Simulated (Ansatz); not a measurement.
Crystal: VBiO4.

```
CELL_PARAMETERS angstrom
-2.56105 2.56105 5.79606
2.56105 -2.56105 5.79606
2.56105 2.56105 -5.79606
ATOMIC_POSITIONS crystal
Bi 0.75000 0.25000 0.50000
Bi 0.00000 0.00000 0.00000
V 0.25000 0.75000 0.50000
V 0.50000 0.50000 0.00000
O 0.43810 0.32910 0.60895
O 0.57915 0.68810 0.60899
O 0.72016 0.82915 0.39105
O 0.07910 0.97016 0.39101
O 0.67090 0.27984 0.10899
O 0.02984 0.42085 0.10895
O 0.31190 0.92090 0.89105
O 0.17085 0.56190 0.89101
```

Measurements of this composition are mostly on another form, of space group No. 15.

Base run:

```yaml
Program: Ansatz 0.2.0
Functional: PBEsol
Potentials_or_basis: Ansatz PAW
Cutoff: "420 eV (not typed: the program's choice for these potentials)"
k_mesh: 7 × 7 × 7
Occupations: fermi-dirac, width 0.05 eV
Spin: collinear spin, ferromagnetic start
Starting_moments: "[0.0, 0.0, 2.0, 2.0, 0.0, 0.0, 0.0, 0.0, 0.0, 0.0, 0.0, 0.0] μB"
Hubbard_terms: V d U = 3 eV
```

Its results: band gap on the k mesh 2.23 eV, indirect (least direct gap 2.24 eV); pressure -1.3 GPa; net moment 0.00 μB per cell; largest force 0.168 eV/Å.

Question: The run is repeated on the same cell with these changes: hubbard terms from V d U = 3 eV to V d U = 8 eV. What comes out?

Answer: Band gap on the k mesh 2.54 eV, direct; pressure -0.1 GPa; net moment 0.00 μB per cell; largest force 0.035 eV/Å.

Caveats: the magnetic or orbital state may not be the lowest; spin-orbit coupling is left out, which as a rule narrows the gap of such compounds by several tenths of an eV; the PAW data sets come from PBE, with cores solved anew for the run's functional, which leaves a small shift of forces and pressure; the starting moments weren't kept.
